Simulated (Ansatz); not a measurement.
MoS2, space group P-6m2: a scan of the energy under strain, run with Ansatz's Python interface.

`mos2.py`
```python
"""Energy of MoS2 under biaxial strain, ions carried with the cell."""

import ansatz
import numpy as np

VECTORS = np.array([
    [3.184126, 0.0, 0.0],
    [-1.592063, 2.757534, 0.0],
    [0.0, 0.0, 17.3346],
])
SITES = [
    ("Mo", [0.0, 0.0, 0.0]),
    ("S", [1 / 3, 2 / 3, 0.089493]),
    ("S", [1 / 3, 2 / 3, 0.910507]),
]


def build(cell):
    crystal = ansatz.Crystal(lattice=ansatz.Lattice.of(cell))
    for symbol, position in SITES:
        crystal = crystal.atom(symbol, position)
    return crystal

# clamped ions: the fractional positions stay as typed
values = np.linspace(-0.03, 0.03, 5)
energies = []
for d in values:
    strain = np.diag([d, d, 0])
    cell = VECTORS @ (np.eye(3) + strain)
    setup = build(cell).calculation()
    setup = setup.basis(550)
    setup = setup.occupations("cold", width=100 * ansatz.meV)
    setup = setup.scf(tolerance=1e-09, max_iterations=55)
    setup = setup.functional("r2SCAN")
    setup = setup.pseudopotentials("paw")
    setup = setup.kpoints(12, 12, 2)
    report = setup.run(threads=1, backend="cpu").report
    energies.append(report["free_energy_ev"] / len(SITES))
    print(f"d = {d:+.4f}  F = {energies[-1]:.5f} eV/atom")
energies = np.array(energies)

for value, e in zip(values, energies):
    print(f"strain {value:7.3f}   E - Emin = {1000 * (e - energies.min()):9.3f} meV/atom")
curvature = 2 * np.polyfit(values, energies, 3)[1]
volume = abs(np.linalg.det(VECTORS)) / len(SITES)
print(f"d2E/dd2 over the volume: {curvature / volume * 160.21766:.1f} GPa")
```

How much energy does this biaxial strain cost, and what curvature follows?

Against the unstrained cell the energy per atom changes by +37.95 meV at one end of the scan and +32.76 meV at the other, and its second derivative over the volume is 248.2 GPa.

What the script printed:

Output of `python mos2.py`:
```text
d = -0.0300  F = -2260.66954 eV/atom
d = -0.0150  F = -2260.69836 eV/atom
d = +0.0000  F = -2260.70749 eV/atom
d = +0.0150  F = -2260.69898 eV/atom
d = +0.0300  F = -2260.67472 eV/atom
strain  -0.030   E - Emin =    37.950 meV/atom
strain  -0.015   E - Emin =     9.129 meV/atom
strain   0.000   E - Emin =     0.000 meV/atom
strain   0.015   E - Emin =     8.505 meV/atom
strain   0.030   E - Emin =    32.765 meV/atom
d2E/dd2 over the volume: 248.2 GPa
```

Notes:
- Total energies depend on the potentials; only differences at equal settings carry meaning.
- No spin polarisation was allowed.
- The cell holds layers, chains or clusters in vacuum, no bulk phase; its stress is averaged over the vacuum too and scales with the cell's height.
- The curvature belongs to this strain pattern and to the cell's stress; it equals a single elastic constant only for simple patterns.
- Points of the mesh across the vacuum add cost only.
- The structure comes from a database of computed cells and needn't be a stable or known phase.
- The ions keep their fractional positions (clamped ions).
- Processor time in the engine: 76 s on 1 thread of Intel(R) Xeon(R) Processor @ 2.30GHz, with other jobs on the host, peak memory 0.89 GiB.
